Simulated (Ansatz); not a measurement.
# LaPdPb: the cost of one run

Computed with Ansatz 0.2.0 (reference: DFT PBEsol, plane waves, PAW, scalar-relativistic, no spin polarisation, unless a step's input says otherwise).

1 further run of the same task is left out (set aside as unsound or not needed).

### Step 1. The system as given

Symmetry: P-62m, No. 189, hexagonal system. Conventional cell: a = 7.987 Å, b = 7.987 Å, c = 4.683 Å, α = 90.00°, β = 90.00°, γ = 120.00°. Pb (site symmetry m2m) is surrounded by 4 Pd at 2.97 to 3.16 Å and 2 Pb at 3.17 Å. Around La (site symmetry m2m) lie 5 Pd at 3.35 to 3.36 Å and 6 Pb at 3.65 to 3.74 Å. Around Pd (site symmetry -6) lie 3 Pb at 3.16 Å and 6 La at 3.35 Å. Pd (site symmetry -62m) is surrounded by 6 Pb at 2.97 Å and 3 La at 3.36 Å.

Structure file:

```cif
data_structure
_symmetry_space_group_name_H-M 'P-62m'
_symmetry_Int_Tables_number 189
_cell_length_a 7.9869
_cell_length_b 7.9869
_cell_length_c 4.6827
_cell_angle_alpha 90.000
_cell_angle_beta 90.000
_cell_angle_gamma 120.000
_cell_volume 258.69
loop_
_atom_site_label
_atom_site_type_symbol
_atom_site_symmetry_multiplicity
_atom_site_Wyckoff_symbol
_atom_site_fract_x
_atom_site_fract_y
_atom_site_fract_z
_atom_site_occupancy
Pb1 Pb 3 g 0.00000 0.77120 0.50000 1
La1 La 3 f 0.00000 0.42080 0.00000 1
Pd1 Pd 2 d 0.66667 0.33333 0.50000 1
Pd2 Pd 1 a 0.00000 0.00000 0.00000 1
```

### Step 2. Baseline

input.yaml reads:

```yaml
crystal:
  lattice:
    - [3.993468, 6.916889, 0.0]
    - [-3.993468, 6.916889, 0.0]
    - [0.0, 0.0, 4.682665]
  atoms:
    - { symbol: Pb, position: [0.2288, 0.7712, 0.5] }
    - { symbol: Pb, position: [0.7712, 0.0, 0.5] }
    - { symbol: Pb, position: [0.0, 0.2288, 0.5] }
    - { symbol: La, position: [0.5792, 0.4208, 0.0] }
    - { symbol: La, position: [0.4208, 0.0, 0.0] }
    - { symbol: La, position: [0.0, 0.5792, 0.0] }
    - { symbol: Pd, position: [0.33333, 0.33334, 0.5] }
    - { symbol: Pd, position: [0.66667, 0.66666, 0.5] }
    - { symbol: Pd, position: [0.0, 0.0, 0.0] }
  symmetry: { tolerance: 0.0003 }
kpoints:
  mp_grid: { grid: [3, 3, 4], shift: [0, 0, 0] }
magnetization:
  spin_polarized: false
scf:
  occupations: { method: fermi_dirac, width: 0.011 }
hamiltonian:
  pseudopotentials: { kind: paw }
  xc: pbesol
basis:
  ecutwfc: 420
output:
  forces: true
  stress: true
  eigenvalues: true
```

Run with:

```console
$ ansatz run input.yaml --threads 1 --pin off --max-ram 2560MiB --backend cpu --events-out ev --progress --plain --runs-dir out
```

What time and memory should one allow on 1 thread of Intel Xeon 6975P-C (Granite Rapids), shared host?

About 11 s, with a peak of 0.58 GiB.
